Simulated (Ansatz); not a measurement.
# CdF2 (Fm-3m): equation of state

An exercise on one series of results from a longer session: the logs are not shown, and one member is left open.

Method: DFT PBE, scalar-relativistic, plane waves, PAW, in Ansatz 0.2.0.

4 further runs of the same task are left out: 3 that didn't finish, 1 set aside as unsound or not needed.

**The structure to begin with**

It takes space group Fm-3m (No. 225, cubic). The conventional cell has a = 5.481 Å, b = 5.481 Å, c = 5.481 Å, α = 90.00°, β = 90.00°, γ = 90.00°. Cd (site symmetry m-3m) is surrounded by 8 F at 2.37 Å. Around F (site symmetry -43m) lie 4 Cd at 2.37 Å.

Structure file:

```
CELL_PARAMETERS angstrom
0.00000 2.74070 2.74070
2.74070 0.00000 2.74070
2.74070 2.74070 0.00000
ATOMIC_POSITIONS crystal
Cd 0.00000 0.00000 0.00000
F 0.25000 0.25000 0.25000
F 0.75000 0.75000 0.75000
```

This cell comes from an earlier session at PBE: 13.724 Å³/atom at 0.01 GPa, on a 12×12×12 mesh.

Volume factors to run: 0.980, 1.020, 0.960, 1.040.

Set-up of the first run:

Contents of input.yaml:

```yaml
crystal:
  lattice:
    - [0.0, 2.7223092712, 2.7223092712]
    - [2.7223092712, 0.0, 2.7223092712]
    - [2.7223092712, 2.7223092712, 0.0]
  atoms:
    - { symbol: Cd, position: [0.0, 0.0, 0.0] }
    - { symbol: F, position: [0.25, 0.25, 0.25] }
    - { symbol: F, position: [0.75, 0.75, 0.75] }
basis:
  ecutwfc: 420
  ecutrho_ratio: 4
kpoints:
  mp_grid: { grid: [12, 12, 12] }
hamiltonian:
  xc: pbe
scf:
  occupations: { method: gaussian, width: 0.05 }
output:
  forces: true
  stress: true
  eigenvalues: true
```

On the command line:

```bash
> ansatz run input.yaml --threads 4 --pin off --max-ram 7168MiB --backend cpu --events-out ev --progress --plain --runs-dir out
```

Steps of the session up to this table: Volume × 0.980; Scaling the volume by 1.020; At 0.960 of the relaxed volume; Volume × 1.040.

One table of the session follows, with a row left open; its other results are not shown here.

It belongs to the step «Energy and pressure against volume». 

```
volume (Å³/atom)  energy (meV/atom)  pressure (GPa)  gap (eV)
          13.175               6.93            4.21      3.06
          13.450               1.68            1.99      2.99
          13.724               0.00            0.01      2.92
          13.999                  ?               ?         ?
          14.273               5.93           -3.33      2.78
```

**Question.** Estimate the row for volume (Å³/atom) = 13.999.

Worked estimate for «energy (meV/atom)». A straight line through the neighbours (13.724, 0.00) and (14.273, 5.93) gives 0.00 + (5.93 − 0.00) × (13.999 − 13.724) / (14.273 − 13.724) = 2.97; a parabola fitted to 3 rows on both sides gives 1.42.

**Answer.** energy (meV/atom): 1.55; pressure (GPa): -1.76; gap (eV): 2.84. In «energy (meV/atom)» the line misses by +1.42 and the parabola by -0.13.
